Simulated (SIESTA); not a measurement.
In3Sb:

```
Sb In
1.0
     4.83696    0.00000    0.00000
     0.00000    4.83696    0.00000
     0.00000    0.00000    4.83696
Sb In
1 3
Direct
  0.00000 0.00000 0.00000
  0.00000 0.50000 0.50000
  0.50000 0.00000 0.50000
  0.50000 0.50000 0.00000
```

The cell comes from a database or a generator and needn't be the stable form of this composition.

```yaml
Program: SIESTA 5.4.2
Task: single point
Functional: PBEsol
Potentials_or_basis: PseudoDojo 0.4 standard (PBEsol files)
Basis: DZP (energy shift 0.003 Ry; two zetas on semicore shells)
Grid_cutoff: 500 Ry
Energy_shift: 0.003 Ry
k_mesh: 6 × 6 × 6
Occupations: fermi-dirac, width 0.05 eV
Spin: no spin polarisation
```

On this cell: pressure -2.1 GPa; largest force zero by symmetry; band gap on the k mesh none (metal or under the smearing width).

The same run follows on a disturbed copy (atoms moved at random, drawn with an rms of 0.05 Å):

```
Sb In
1.0
     4.83696    0.00000    0.00000
     0.00000    4.83696    0.00000
     0.00000    0.00000    4.83696
Sb In
1 3
Direct
  0.00136 0.00527 0.01176
  0.00178 0.49437 0.50751
  0.50510 0.01187 0.49896
  0.50608 0.50228 0.00187
```

Question: What does the disturbed cell give?

Answer: The energy (extrapolated to zero smearing) moves by +1.6 meV/atom; pressure -2.1 GPa; largest force 0.127 eV/Å; band gap on the k mesh none (metal or under the smearing width).

Forces in eV/Å, atoms in the order of the input:
```
Sb   0.022 -0.062 -0.014
In   0.041  0.108 -0.001
In  -0.031 -0.118  0.036
In  -0.034  0.072 -0.022
```

Caveats: the basis of atomic orbitals isn't converged, which shifts pressures, moduli and gaps.
